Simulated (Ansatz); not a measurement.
# CHGaN: the cost of one run

The runs use Ansatz 0.2.0, Gaussian basis; cc-pVTZ, core rule «outside noble gas», up to 16 orbitals frozen.

The runs, in order: UHF; CCSD(T) on ROHF; CCSD(T) on UHF; BCCD(T) on ROHF; CCSDT(Q) on ROHF; CCSDT(Q) on UHF.

4 further runs of the same task are left out: 1 for a known fault of the program, 3 set aside as unsound or not needed. Runs told in other sessions of the task aren't counted.

## 1. The system

The geometry is a PBE0/def2-TZVP stationary point (not a proven minimum). No spin-orbit coupling is included. The filled d shell of Ga may be among the frozen orbitals whatever the setting's name suggests.

4 atoms, charge 0, spin multiplicity 4.

Atoms are counted from 1 here; the program's logs count them from 0.

Bond lengths: Ga1–C2 1.944 Å, C2–N3 1.251 Å, C2–H4 1.097 Å. Angles: Ga1–C2–N3 92.4°, Ga1–C2–H4 138.9°, N3–C2–H4 128.7°.

## 2. UHF

Input file in.yaml:

```yaml
crystal:
  periodic: [false, false, false]
  atoms:
    - {symbol: Ga, position_ang: [0.000000, -0.000112, 0.585520]}
    - {symbol: C, position_ang: [0.000000, 0.575887, -1.270915]}
    - {symbol: N, position_ang: [0.000000, -0.601910, -1.691936]}
    - {symbol: H, position_ang: [0.000000, 1.509808, -1.846528]}
basis:
  gaussian: {orbitals: cc-pVTZ}
magnetization: {spin_polarized: true, initial_magnetization: 3}
hamiltonian: {xc: hf}
output: {orbitals: {seedname: orbitals}}
```

Command:

```console
> ansatz run in.yaml --threads 1 --pin off --events-out ev --progress --plain --max-ram 4096MiB --backend cpu
```

What time and memory should one allow on 1 thread of AMD EPYC 7R13, shared host?

About 11 s, with a peak of 0.38 GiB.
